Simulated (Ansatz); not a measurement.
# Zr2GeW2: the cost of one run

Program: Ansatz 0.2.0. Level of theory: DFT PBE, scalar-relativistic, plane waves, PAW. These are calculated values, not measurements.

2 further runs of the same task are left out: 1 that didn't finish, 1 set aside as unsound or not needed.

## (1) The system as given

Symmetry: P-3m1, No. 164, trigonal system. The conventional cell has a = 4.291 Å, b = 4.291 Å, c = 6.064 Å, α = 90.00°, β = 90.00°, γ = 120.00°. Zr (site symmetry 3m) has 6 W at 2.57 to 2.89 Å and 3 Zr at 2.60 Å as nearest neighbours. Around Ge (site symmetry -3m) lie 2 W at 1.94 Å. Around W (site symmetry 3m) lie 1 Ge at 1.94 Å and 1 W at 2.18 Å.

As a file:

```
CELL_PARAMETERS angstrom
4.29113 0.00000 0.00000
-2.14556 3.71622 0.00000
0.00000 0.00000 6.06440
ATOMIC_POSITIONS crystal
Zr 0.33333 0.66667 0.06494
Zr 0.66667 0.33333 0.93506
Ge 0.00000 0.00000 0.50000
W 0.00000 0.00000 0.82027
W 0.00000 0.00000 0.17974
```

The cell is invented: random cell by space group and Wyckoff sites (P-3m1, No. 164). Lengths come from tabulated atomic sizes and are only a guess.

## (2) Probe: one point on a coarse mesh

Input file input.yaml:

```yaml
crystal:
  lattice:
    - [4.29112665, 0.0, 0.0]
    - [-2.14556332, 3.71622469, 0.0]
    - [0.0, 0.0, 6.06439727]
  atoms:
    - { symbol: Zr, position: [0.33333333, 0.66666667, 0.06493948] }
    - { symbol: Zr, position: [0.66666667, 0.33333333, 0.93506052] }
    - { symbol: Ge, position: [0.0, 0.0, 0.5] }
    - { symbol: W, position: [0.0, 0.0, 0.820265] }
    - { symbol: W, position: [0.0, 0.0, 0.179735] }
basis:
  ecutwfc: 420
kpoints:
  mp_grid: { grid: [6, 6, 4] }
hamiltonian:
  xc: pbe
scf:
  occupations: { method: gaussian, width: 0.1 }
  lower_state_search: "off"
output:
  forces: true
  stress: true
  eigenvalues: true
```

Launch:

```
> ansatz run input.yaml --threads 1 --pin off --max-ram 2560MiB --backend cpu --events-out ev --progress --plain --runs-dir out
```

**Question.** How long does this run take on 1 thread of Arm Neoverse V1, shared host, and how much memory does it need?

About 7.3 s, with a peak of 0.41 GiB.
